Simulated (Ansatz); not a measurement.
# CHGeSi+ (singlet): wave-function methods side by side, cc-pVDZ

One table from this session's results is given with a row withheld; the runs are named, their logs left out.

Program: Ansatz 0.2.0, Gaussian basis. Level of theory: cc-pVDZ, core rule «outside noble gas», up to 20 orbitals frozen. These are calculated values, not measurements.

To be run: UHF; CCSD(T) on RHF; CCSD(T) on UHF; BCCD(T) on RHF; CISD; CCSDT(Q) on RHF; CCSDT(Q) on UHF; CASSCF and MRCISD+Q, 8 electrons in 8 orbitals; CASSCF and NEVPT2, 8 electrons in 8 orbitals.

19 further runs of the same task are left out: 6 that didn't finish, 13 set aside as unsound or not needed.

### The system

The geometry is a PBE0/def2-TZVP stationary point (not a proven minimum) of the parent state, kept for this charge and spin. No spin-orbit coupling is included. The filled d shell of Ge may be among the frozen orbitals whatever the setting's name suggests; the logs give the count.

4 atoms, charge 1, spin multiplicity 1.

Atoms are counted from 1 here; the program's logs count them from 0.

Bond lengths: C1–Ge2 1.911 Å, C1–Si3 1.736 Å, C1–H4 1.085 Å, Ge2–Si3 2.504 Å. Angles: Ge2–C1–Si3 86.6°, Ge2–C1–H4 126.4°, Si3–C1–H4 147.0°, C1–Ge2–Si3 43.8°, C1–Si3–Ge2 49.6°.

Set-up of the first run:

File in.yaml:

```yaml
crystal:
  periodic: [false, false, false]
  atoms:
    - {symbol: C, position_ang: [0.000000, -1.092218, -0.723226]}
    - {symbol: Ge, position_ang: [0.000000, 0.078716, 0.787626]}
    - {symbol: Si, position_ang: [0.000000, 0.341606, -1.702775]}
    - {symbol: H, position_ang: [0.000000, -2.176529, -0.697892]}
basis:
  gaussian: {orbitals: cc-pVDZ}
total_charge: 1
magnetization: {spin_polarized: true, initial_magnetization: 0}
hamiltonian: {xc: hf}
output: {orbitals: {seedname: orbitals}}
```

Command:

```sh
$ ansatz run in.yaml --threads 1 --pin off --events-out ev --progress --plain --max-ram 2393MiB
```

Among the steps run: UHF; CCSD(T) on RHF; CCSD(T) on UHF; BCCD(T) on RHF; CISD; CCSDT(Q) on RHF; CCSDT(Q) on UHF; CASSCF and MRCISD+Q, 8 electrons in 8 orbitals; CASSCF and NEVPT2, 8 electrons in 8 orbitals.

One of the session's tables, all rows but one given; the rest of the session is left out.

It belongs to the step «Misses and costs». 

```
           method  from RCCSDT(Q) (meV)
              RHF               +8565.7
              UHF               +8496.9
             RMP2                     ?
             UMP2               +1503.3
             CISD               +1400.1
            RCCSD                +483.0
            UCCSD                +498.5
         RCCSD(T)                 +71.2
         UCCSD(T)                 +84.3
          BCCD(T)                 +66.6
           RCCSDT                 +41.7
           UCCSDT                 +45.4
        RCCSDT(Q)                     0
        UCCSDT(Q)                  -0.4
  CASSCF frontier               +5900.2
  MRCISD frontier                +734.0
MRCISD+Q frontier                 +84.1
```

**Question.** Estimate the row for RMP2.

The run gave: from RCCSDT(Q) (meV): +1324.4. In the column «from RCCSDT(Q) (meV)» it lies between MRCISD frontier (+734.0) and CISD (+1400.1).

Not comparable, so not listed: CASSCF and NEVPT2, 8 electrons in 8 orbitals (they don't share determinant, frozen orbitals or solution with the rows shown, or repeat one).

To keep in mind: Restricted and unrestricted rows rest on different reference determinants; where their highest levels disagree by more than a few hundredths of an eV, they describe different states and don't form one ladder. Warnings in the runs' records: passed over end.
